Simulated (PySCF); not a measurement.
# One shape, several levels: CH5BOSi (SMILES B[SiH2]C=O)

Aim: a comparison of 6 runs (HF/def2-SVP, B3LYP/6-31G*, CAM-B3LYP/def2-SVP, wB97X/pcseg-1, MP2/def2-TZVP) of CH5BOSi. Input form: a Python script.

Program for the calculation: PySCF 2.14.0.

1 further run of the same task is left out (it didn't finish).

### Step 1. Starting point

CH5BOSi: 9 atoms, total charge 0, spin state singlet. As SMILES, `B[SiH2]C=O`. Geometry: relaxed at PBE0-D4/def2-TZVP. This is one conformer, not always the lowest.

Bond lengths: B1–Si2 2.006 Å, Si2–C3 1.933 Å, C3–O4 1.202 Å, B1–H5 1.196 Å, B1–H6 1.194 Å, Si2–H7 1.484 Å, Si2–H8 1.495 Å, C3–H9 1.118 Å. Some angles: B1–Si2–C3 108.4°, Si2–C3–O4 123.6°, B1–Si2–H7 117.0°, B1–Si2–H8 106.3°, C3–Si2–H7 108.9°, C3–Si2–H8 105.6°, Si2–B1–H5 119.1°, Si2–B1–H6 123.0°, Si2–C3–H9 116.8°, O4–C3–H9 119.6°.

### Step 2. Energy and forces at HF/def2-SVP (run 1)

input.xyz

```xyz
9

B     -0.950100     0.850000    -1.073100
Si     0.610800    -0.206000    -0.386500
C      0.330600    -0.553700     1.494500
O      1.022800    -0.098400     2.365800
H     -2.057600     0.518200    -0.767000
H     -0.828800     1.799400    -1.786900
H      1.958100     0.387600    -0.570700
H      0.542000    -1.540900    -1.055900
H     -0.539200    -1.202400     1.762900
```

run.py

```python
import pyscf.grad
from pyscf import gto

mol = gto.M(
    atom='input.xyz',
    charge=0,
    max_memory=1860,
    basis='def2-svp',
    verbose=3,
)

mf = mol.RHF()
mf.conv_tol = 1e-10
mf.kernel()
if not mf.converged:
    mf = mf.newton().run(mf.mo_coeff, mf.mo_occ)

e_tot = mf.e_tot
print('E = %.10f Eh' % e_tot)
grad = mf.Gradients().kernel()
dip = mf.dip_moment()
pop, q = mf.mulliken_pop()
```

Run with:

```
$ OMP_NUM_THREADS=1 python run.py
```

The log of the run:

```text
converged SCF energy = -428.99241114564
[... 9 lines left out ...]
Dipole moment(X, Y, Z, Debye): -1.66566, -0.38079, -2.37463
[... 95 lines left out ...]
charge of    8H =      0.03487
```

It took 14 s on 1 thread of Intel Xeon at 2.50GHz (Skylake/Cascade Lake), shared host; peak memory 0.17 GiB.

### Step 3. Energy and forces at B3LYP/6-31G(d) (spherical functions) (run 2)

job.py

```python
from pyscf import gto, dft

system = gto.Mole()
system.atom = '''
B     -1.795429     1.606267    -2.027865
Si     1.154245    -0.389284    -0.730379
C      0.624743    -1.046341     2.824196
O      1.932812    -0.185949     4.470714
H     -3.888300     0.979256    -1.449420
H     -1.566205     3.400373    -3.376752
H      3.700273     0.732458    -1.078467
H      1.024232    -2.911879    -1.995362
H     -1.018940    -2.272207     3.331398
'''
system.max_memory = 1860
system.basis = '6-31g*'
system.verbose = 3
system.charge = 0
system.unit = 'bohr'
system.build()

calc0 = dft.RKS(system, xc='b3lyp')
calc0.grids.level = 5
calc0.conv_tol = 1e-10
calc0.kernel()
if not calc0.converged:
    calc0 = calc0.newton().run(calc0.mo_coeff, calc0.mo_occ)

energy = calc0.e_tot
print('Final energy', energy)
grad = calc0.nuc_grad_method().kernel()
dip = calc0.dip_moment()
pop, q = calc0.mulliken_pop()
```

Run with:

```
$ OMP_NUM_THREADS=1 python job.py
```

The log of the run:

```text
converged SCF energy = -430.609559947777
Final energy -430.6095599477768
[... 8 lines left out ...]
Dipole moment(X, Y, Z, Debye): -1.30935, -0.43700, -1.72053
[... 80 lines left out ...]
charge of    8H =      0.11385
```

It took 61 s on 1 thread of Intel Xeon at 2.50GHz (Skylake/Cascade Lake), shared host; peak memory 0.72 GiB.

Runs 3 to 5 aren't shown in full; the table further down has their settings and results.

### Step 4. Energy and forces at MP2/def2-TZVP (run 6)

start.xyz

```xyz
9

B     -0.950100     0.850000    -1.073100
Si     0.610800    -0.206000    -0.386500
C      0.330600    -0.553700     1.494500
O      1.022800    -0.098400     2.365800
H     -2.057600     0.518200    -0.767000
H     -0.828800     1.799400    -1.786900
H      1.958100     0.387600    -0.570700
H      0.542000    -1.540900    -1.055900
H     -0.539200    -1.202400     1.762900
```

calc.py

```python
# B[SiH2]C=O
import pyscf.grad
from pyscf import gto, scf, mp

mol = gto.Mole()
mol.atom = 'start.xyz'
mol.spin = 0
mol.max_memory = 1860
mol.charge = 0
mol.verbose = 3
mol.basis = 'def2-tzvp'
mol.build()

mf = scf.RHF(mol)
mf.conv_tol = 1e-10
mf.kernel()
if not mf.converged:
    mf = mf.newton().run(mf.mo_coeff, mf.mo_occ)

pt = mp.MP2(mf, frozen=8).run()
e_final = pt.e_tot
print('E = %.10f Eh' % e_final)
grad = pt.Gradients().kernel()
dip = mf.dip_moment()
pop, q = mf.mulliken_pop()
```

Run with:

```
$ OMP_NUM_THREADS=1 python calc.py
```

The log of the run:

```text
converged SCF energy = -429.26064605654
[... 11 lines left out ...]
Dipole moment(X, Y, Z, Debye): -1.63134, -0.44548, -2.38282
[... 170 lines left out ...]
charge of    8H =      0.07896
```

Wall time 3.1 min (1 thread of Intel Xeon at 2.50GHz (Skylake/Cascade Lake), shared host); peak memory 2 GiB.

### Step 5. The series

| run | level | integration grid | Cartesian functions | energy (Eh) | dipole moment (D) of the reference | HOMO energy (eV) | LUMO energy (eV) | wall time |
| --- | --- | --- | --- | --- | --- | --- | --- | --- |
| 1 | HF/def2-SVP | – | no | -428.992411 | 2.93 | -10.53 | 0.83 | 14 s |
| 2 | B3LYP/6-31G* (spherical functions) | 5 | no | -430.609560 | 2.21 | -6.52 | -2.69 | 61 s |
| 3 | B3LYP/6-31G* (Cartesian functions) | 5 | yes | -430.614081 | 2.22 | -6.53 | -2.69 | 67 s |
| 4 | CAM-B3LYP/def2-SVP | 5 | no | -430.337767 | 2.32 | -8.20 | -1.58 | 66 s |
| 5 | wB97X/pcseg-1 | 5 | no | -430.524950 | 2.62 | -9.32 | -0.51 | 2 min |
| 6 | MP2/def2-TZVP | – | no | -429.850398 | 2.92 | -10.55 | 0.67 | 3.1 min |

### Step 6. Summary of results

```
                                          quantity          value
                               run 6: total energy  -429.85040 Eh
       run 6: dipole moment (Hartree–Fock density)         2.92 D
        run 6: HOMO energy (Hartree–Fock orbitals)      -10.55 eV
        run 6: LUMO energy (Hartree–Fock orbitals)        0.67 eV
      run 6: HOMO–LUMO gap (Hartree–Fock orbitals)       11.21 eV
run 6: correlation energy (8 core orbitals frozen)     -589.8 mEh
                   run 6: largest force on an atom     1.450 eV/Å
```

What this shows: Over runs 1, 2, 3, 4, 5 the dipole moment (its size) runs from 2.21 D (B3LYP/6-31G*) to 2.93 D (HF/def2-SVP). The two ends differ in method and basis. Over runs 1, 2, 3, 4, 5 the HOMO–LUMO gap runs from 3.83 eV (B3LYP/6-31G*) to 11.36 eV (HF/def2-SVP). Totals of different functionals can't be ranked against each other. All runs together took 8.6 min, the longest 3.1 min.
